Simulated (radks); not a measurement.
# Ionisation of Cd⁺: one atom, several choices of exchange strength α

One table from this session's results is given with a row withheld; the runs are named, their logs left out.

The numbers are computed with radks (a radial shooting solver on a logarithmic mesh, Libxc functionals) version 1 (scalar-relativistic Kohn-Sham, spin-polarised, spherical densities, finite nucleus; open shells are filled with parallel spins first), except any that are marked as measured or tabulated.

## What is computed

* element: cadmium (Z = 48)
* charge: +1
* electrons: 47
* configuration: [Kr] 4d10 5s1
* ion: Cd²⁺, [Kr] 4d10
* choices: α = 0.559; α = 0.648; α = 0.667; α = 0.708; α = 0.782; α = 0.936

Outer shells as boxes (Hund's rule):

Cd⁺
```
[Kr] core
4d [↑↓][↑↓][↑↓][↑↓][↑↓]
5s [↑ ]
```

Cd²⁺
```
[Kr] core
4d [↑↓][↑↓][↑↓][↑↓][↑↓]
```

The first run:

The run's settings:

```text
Z 48
configuration [Kr] 4d10 5s1
relativity scalar-relativistic
functional xalpha 0.559
spin polarised
nucleus finite rms 4.6087 fm
c 137.035999084
```

Among the steps run: α = 0.559: Cd⁺.

One of the session's tables, all rows but one given; the rest of the session is left out.

It belongs to the step «α = 0.559: Cd⁺». Radial moments (bohr):

```
  level     <r>  outermost maximum (interpolated)  90 % within  nodes
  4s up       ?                                 ?            ?      ?
4s down  0.8822                             0.797         1.28      3
  4p up  0.9665                             0.848         1.43      2
4p down  0.9653                             0.848         1.43      2
  4d up   1.317                             0.992         2.12      1
4d down   1.298                             0.990         2.08      1
  5s up   2.727                              2.29         4.05      4
5s down   2.712                              2.26         4.05      4
```

Q: Estimate the row for 4s up from the others.

**Answer.** <r>: 0.8826; outermost maximum (interpolated): 0.797; 90 % within: 1.28; nodes: 3. In the column «<r>» it lies between 4s down (0.8822) and 4p down (0.9653).
